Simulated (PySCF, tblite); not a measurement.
# C₄H₉O₂PSi: geometry, infrared bands and NMR shifts

Aim: predict the infrared bands and NMR shifts of C₄H₉O₂PSi (`CO[C@@H]1C(=O)C[Si@@H]1P`).

Programs: tblite 0.8.0 and PySCF 2.14.0, with density-fitted response routines of our own. Each step states its level of theory. These are calculated values for one molecule in the gas phase, unless marked as measured. Atoms count from 0, in the outputs and in this text.

**1. The molecule as given**

17 atoms, charge 0, multiplicity 1; geometry from: force field or distance geometry start.

Bonds of the start (Å): C0–O1 1.39, O1–C2 1.38, C2–C3 1.51, C3–O4 1.20, C3–C5 1.50, C5–Si6 1.88, Si6–P7 2.19, Si6–C2 1.82, C0–H8 1.12, C0–H9 1.10, C0–H10 1.12, C2–H11 1.13, C5–H12 1.11, C5–H13 1.10, Si6–H14 1.46, P7–H15 1.46, P7–H16 1.45.

**2. Optimising the geometry with GFN2-xTB**

The job: settings as JSON, then the geometry in Å.

```
{"job": {"kind": "relax", "xc": "GFN2-xTB", "basis": "xTB"}, "charge": 0, "multiplicity": 1}
C     -2.516500    -0.955100     0.067900
O     -1.204800    -0.903400    -0.392000
C     -0.566900     0.125800     0.268300
C     -0.036900     1.209500    -0.645300
O     -0.219700     1.596600    -1.766100
C      0.861400     1.611300     0.480300
Si     1.044600    -0.168900     1.051900
P      2.638600    -1.091300    -0.141500
H     -3.075300    -1.787400    -0.429100
H     -2.596700    -1.105600     1.155400
H     -3.072600    -0.014500    -0.175800
H     -1.291900     0.637600     0.961900
H      1.824000     1.962700     0.055500
H      0.425500     2.241100     1.264600
H      1.109300    -0.339800     2.495400
H      2.786800    -2.524100     0.107700
H      3.884000    -0.482400     0.280500
```

On the command line:

```bash
OMP_NUM_THREADS=1 python probes_run.py task.json out
```

One launch serves the whole session: the jobs run in the order shown.

**Question.** This job is followed by: GFN2-xTB harmonic vibrations, gas phase; GIAO PBE0/pcSseg-1 NMR shielding, non-relativistic, gas phase. What will the session give for the following? strongest single infrared mode (GFN2-xTB); zero-point energy (GFN2-xTB); 13C shifts against TMS (PBE0/pcSseg-1); 1H shifts against TMS (PBE0/pcSseg-1, means over atoms taken as alike); 17O shifts against H2O (PBE0/pcSseg-1); 29Si shifts against TMS (PBE0/pcSseg-1); 31P shifts against H3PO4 (PBE0/pcSseg-1); surface potential, 1st and 99th percentile.

The runs gave:

| quantity | value |
| --- | --- |
| strongest single infrared mode (GFN2-xTB) | 1793 cm⁻¹, 572 km/mol |
| zero-point energy (GFN2-xTB) | 75.1 kcal/mol |
| 13C shifts against TMS (PBE0/pcSseg-1) | 205.9, 94.3, 62.6, 43.5 ppm |
| 1H shifts against TMS (PBE0/pcSseg-1, means over atoms taken as alike) | 4.73, 3.99, 3.54, 3.21, 2.54, 1.46 ppm |
| 17O shifts against H2O (PBE0/pcSseg-1) | 667.6, 45.2 ppm |
| 29Si shifts against TMS (PBE0/pcSseg-1) | -50.3 ppm |
| 31P shifts against H3PO4 (PBE0/pcSseg-1) | -299.3 ppm |
| surface potential, 1st and 99th percentile | -1.65 V and 1.33 V |

What this shows: Over 181 steps the energy fell by 1.811 eV; of the close pairs, C2–Si6 changed most, 1.816 to 1.931 Å. No mode is imaginary among the 45: a minimum at this level. The strongest single mode, at 1793 cm⁻¹, moves mainly C3 and O4. Unscaled tight-binding wavenumbers are off by several per cent, some by more. Its intensities can rank the bands wrongly. C3 (ketone carbonyl carbon) lies farthest downfield among carbon, at 205.9 ppm; low-lying n→π* states of the double bond to the heteroatom give a large paramagnetic term (-272 ppm). At PBE0/pcSseg-1: Shielding is most anisotropic at O4 (span 1167 ppm, paramagnetic term -730 ppm). At PBE0/pcSseg-1, counted by nearest atom on the grid, the HOMO lies on O4 45 %; C2 12 %, the LUMO on C3 30 %; O4 23 %.
